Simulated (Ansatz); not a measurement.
# F2H5NO2Si2: one species, many methods

An exercise on one series of results from a longer session: the logs are not shown, and one member is left open.

Method: functionals in def2-TZVPP, the program's frozen cores in correlated methods; program: Ansatz 0.2.0, Gaussian basis.

Levels to be run: PBE-D4, r2SCAN-D4, PBE0-D4, B3LYP-D4, ωB97X-V, ωB97M-V, B2PLYP; CCSD(T)/def2-TZVPP; MP2/def2-QZVPP; extrapolation to the limit.

### The geometry

All runs share one geometry, relaxed beforehand with PBE0-D4 in a triple-zeta def2 set.

SMILES `O[Si@@H](F)N[Si@@H](O)F`, 12 atoms, charge 0, spin multiplicity 1.

Atoms are counted from 1 here; the program's logs count them from 0.

Bond lengths: O1–Si2 1.625 Å, O1–H8 0.959 Å, Si2–F3 1.605 Å, Si2–N4 1.708 Å, Si2–H9 1.470 Å, N4–Si5 1.719 Å, N4–H10 1.013 Å, Si5–O6 1.619 Å, Si5–F7 1.596 Å, Si5–H11 1.471 Å, O6–H12 0.961 Å. Angles: Si2–O1–H8 118.8°, O1–Si2–F3 111.4°, O1–Si2–N4 112.0°, O1–Si2–H9 105.5°, F3–Si2–N4 104.9°, F3–Si2–H9 107.0°, N4–Si2–H9 116.0°, Si2–N4–Si5 131.5°, Si2–N4–H10 114.1°, Si5–N4–H10 114.4°, N4–Si5–O6 110.6°, N4–Si5–F7 107.6°, N4–Si5–H11 113.0°, O6–Si5–F7 111.4°, O6–Si5–H11 108.6°, F7–Si5–H11 105.6°, Si5–O6–H12 118.6°.

Set-up of the first run:

Input file in.yaml:

```yaml
crystal:
  periodic: [false, false, false]
  atoms:
    - {symbol: O, position_ang: [1.255861, 2.330565, 0.535323]}
    - {symbol: Si, position_ang: [1.210629, 0.780079, 0.051646]}
    - {symbol: F, position_ang: [1.442087, -0.223675, 1.282828]}
    - {symbol: N, position_ang: [-0.315832, 0.351653, -0.583509]}
    - {symbol: Si, position_ang: [-1.247256, -1.086240, -0.436663]}
    - {symbol: O, position_ang: [-0.429802, -2.212139, 0.391743]}
    - {symbol: F, position_ang: [-2.613865, -0.704758, 0.293193]}
    - {symbol: H, position_ang: [0.563358, 2.653790, 1.114832]}
    - {symbol: H, position_ang: [2.354783, 0.618153, -0.856191]}
    - {symbol: H, position_ang: [-0.746959, 1.074298, -1.146724]}
    - {symbol: H, position_ang: [-1.638985, -1.653546, -1.736204]}
    - {symbol: H, position_ang: [0.165971, -1.928181, 1.089724]}
basis:
  gaussian: {orbitals: def2-TZVPP}
hamiltonian: {xc: pbe, dispersion: d4}
output: {forces: true, orbitals: {seedname: orbitals}}
```

On the command line:

```
ansatz run in.yaml --threads 2 --pin off --events-out ev --progress --plain --max-ram 32768MiB --backend cuda --devices 0, --max-vram 18GiB
```

Steps of the session up to this table: PBE-D4 (GGA); r2SCAN-D4 (meta-GGA); PBE0-D4 (hybrid); B3LYP-D4 (hybrid); ωB97X-V (range-separated); ωB97M-V (range-separated); B2PLYP (double hybrid); CCSD(T) in def2-TZVPP; MP2 in def2-QZVPP.

One of the session's tables, all rows but one given; the rest of the session is left out.

```
            method  atomisation energy (kJ/mol)
            PBE-D4                       4885.6
         r2SCAN-D4                       4841.3
           PBE0-D4                       4775.4
          B3LYP-D4                       4821.4
           ωB97X-V                       4863.9
           ωB97M-V                            ?
            B2PLYP                       4794.1
     HF/def2-TZVPP                       3469.0
    MP2/def2-TZVPP                       4867.3
   CCSD/def2-TZVPP                       4643.8
CCSD(T)/def2-TZVPP                       4717.2
           MP2/CBS                       5032.6
       CCSD(T)/CBS                       4882.5
```

**Question.** Estimate the row for ωB97M-V.

**Answer.** atomisation energy (kJ/mol): 4866.3. In the column «atomisation energy (kJ/mol)» it lies between ωB97X-V (4863.9) and MP2/def2-TZVPP (4867.3).

Caveats from the session: Free atoms (2 O, 2 Si, 2 F, 1 N, 5 H) were run apart at each level; the atomisation energy is their sum less the molecule, without zero-point or spin-orbit terms.
